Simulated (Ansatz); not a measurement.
# CH2ClNOSi: basis-set convergence

The task here is to estimate one member of a computed series from the others.

Method: one geometry, several basis sets; program: Ansatz 0.2.0, Gaussian basis.

Levels to be run: PBE0-D4/def2-SVP; ωB97M-V/def2-SVP; PBE0-D4/def2-QZVPP; ωB97M-V/def2-QZVPP; CCSD(T)/cc-pV(D+d)Z; CCSD(T)/cc-pV(T+d)Z; CCSD(T)/cc-pV(Q+d)Z; the functionals' def2-TZVPP values are taken from earlier runs.

## The relaxed structure

All runs share one geometry, relaxed beforehand with PBE0-D4 in a triple-zeta def2 set.

SMILES `O=C=N[SiH2]Cl`, 7 atoms, charge 0, spin multiplicity 1.

Atoms are counted from 1 here; the program's logs count them from 0.

Bond lengths: O1–C2 1.161 Å, C2–N3 1.197 Å, N3–Si4 1.699 Å, Si4–Cl5 2.046 Å, Si4–H6 1.475 Å, Si4–H7 1.475 Å. Angles: O1–C2–N3 177.6°, C2–N3–Si4 156.8°, N3–Si4–Cl5 110.4°, N3–Si4–H6 108.7°, N3–Si4–H7 108.7°, Cl5–Si4–H6 108.4°, Cl5–Si4–H7 108.3°, H6–Si4–H7 112.3°.

As a file:

```mol
CH2ClNOSi
  3D, bonds by distance, orders not assigned

  7  6  0  0  0  0  0  0  0  0999 V2000
    0.2147   -0.8741   -2.8582 O   0  0
   -0.0228   -0.6319   -1.7476 C   0  0
   -0.3094   -0.4086   -0.6074 N   0  0
   -0.1239    0.2411    0.9517 Si  0  0
    1.5987    1.3387    1.0653 Cl  0  0
   -1.2637    1.1350    1.2308 H   0  0
   -0.0324   -0.8682    1.9197 H   0  0
  1  2  8  0
  2  3  8  0
  3  4  8  0
  4  5  8  0
  4  6  8  0
  4  7  8  0
M  END
```

The first run:

File in.yaml:

```yaml
crystal:
  periodic: [false, false, false]
  atoms:
    - {symbol: O, position_ang: [0.214688, -0.874143, -2.858179]}
    - {symbol: C, position_ang: [-0.022786, -0.631853, -1.747643]}
    - {symbol: N, position_ang: [-0.309384, -0.408624, -0.607363]}
    - {symbol: Si, position_ang: [-0.123930, 0.241148, 0.951689]}
    - {symbol: Cl, position_ang: [1.598743, 1.338694, 1.065283]}
    - {symbol: H, position_ang: [-1.263748, 1.134981, 1.230811]}
    - {symbol: H, position_ang: [-0.032383, -0.868204, 1.919703]}
basis:
  gaussian: {orbitals: def2-SVP}
hamiltonian: {xc: pbe0, dispersion: d4}
output: {orbitals: {seedname: orbitals}}
```

On the command line:

```sh
$ ansatz run in.yaml --threads 2 --pin off --events-out ev --progress --plain --max-ram 32768MiB --backend cpu
```

Steps of the session up to this table: PBE0-D4 in def2-SVP; ωB97M-V in def2-SVP; PBE0-D4 in def2-QZVPP; ωB97M-V in def2-QZVPP.

One table of the session follows, with a row left open; its other results are not shown here.

```
functional       basis  HOMO (eV)  LUMO (eV)
   PBE0-D4    def2-SVP      -8.77      -0.07
   PBE0-D4  def2-TZVPP      -8.89      -0.33
   PBE0-D4  def2-QZVPP      -8.92      -0.46
   ωB97M-V    def2-SVP     -10.93       2.08
   ωB97M-V  def2-TZVPP          ?          ?
   ωB97M-V  def2-QZVPP     -11.12       1.29
```

**Question.** Estimate the row for ωB97M-V, def2-TZVPP.

The run gave: HOMO (eV): -11.09; LUMO (eV): 1.64. In the column «HOMO (eV)» it lies between ωB97M-V, def2-QZVPP (-11.12) and ωB97M-V, def2-SVP (-10.93).
